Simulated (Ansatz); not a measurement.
# WB (quartet): from Hartree-Fock to the top rungs, def2-QZVPP

An exercise on one series of results from a longer session: the logs are not shown, and one member is left open.

Computed with Ansatz 0.2.0, Gaussian basis. Level: def2-QZVPP, core rule «outside noble gas», up to 5 orbitals frozen.

To be run: UHF; ROHF; CCSD(T) on UHF.

2 further runs of the same task are left out: 2 set aside as unsound or not needed.

### The system

The geometry is a PBE0/def2-TZVP stationary point (not a proven minimum) of the parent state, kept for this charge and spin. No spin-orbit coupling is included. Elements past krypton take def2 core potentials.

2 atoms, charge 0, spin multiplicity 4.

Atoms are counted from 1 here; the program's logs count them from 0.

Bond lengths: W1–B2 1.852 Å.

The first run:

Contents of in.yaml:

```yaml
crystal:
  periodic: [false, false, false]
  atoms:
    - {symbol: W, position_ang: [0.000000, 0.000000, 0.000000]}
    - {symbol: B, position_ang: [0.000000, 0.000000, 1.851934]}
basis:
  gaussian: {orbitals: "def2-QZVPP.json"}
magnetization: {spin_polarized: true, initial_magnetization: 3}
hamiltonian: {xc: hf}
output: {orbitals: {seedname: orbitals}}
```

Command:

```console
$ ansatz run in.yaml --threads 1 --pin off --events-out ev --progress --plain --max-ram 2560MiB --backend cpu
```

Steps of the session up to this table: UHF; ROHF; CCSD(T) on UHF.

One table of the session follows, with a row left open; its other results are not shown here.

| method | from UCCSD(T) (meV) |
| --- | --- |
| ROHF | +8001.1 |
| UMP2 | ? |
| UCCSD | +519.1 |
| UCCSD(T) | 0 |

Estimate the missing values for UMP2.

**Answer.** from UCCSD(T) (meV): +1537.3. In the column «from UCCSD(T) (meV)» it lies between UCCSD (+519.1) and ROHF (+8001.1).

Left out of the table: UHF (another determinant or state than the rows shown).

To keep in mind: The determinant is far from a pure spin state, so its energy mixes those of several spin states (harmless only where they are near-degenerate, as at dissociation). Warnings: spin contamination; coupled cluster took another determinant than the lowest.
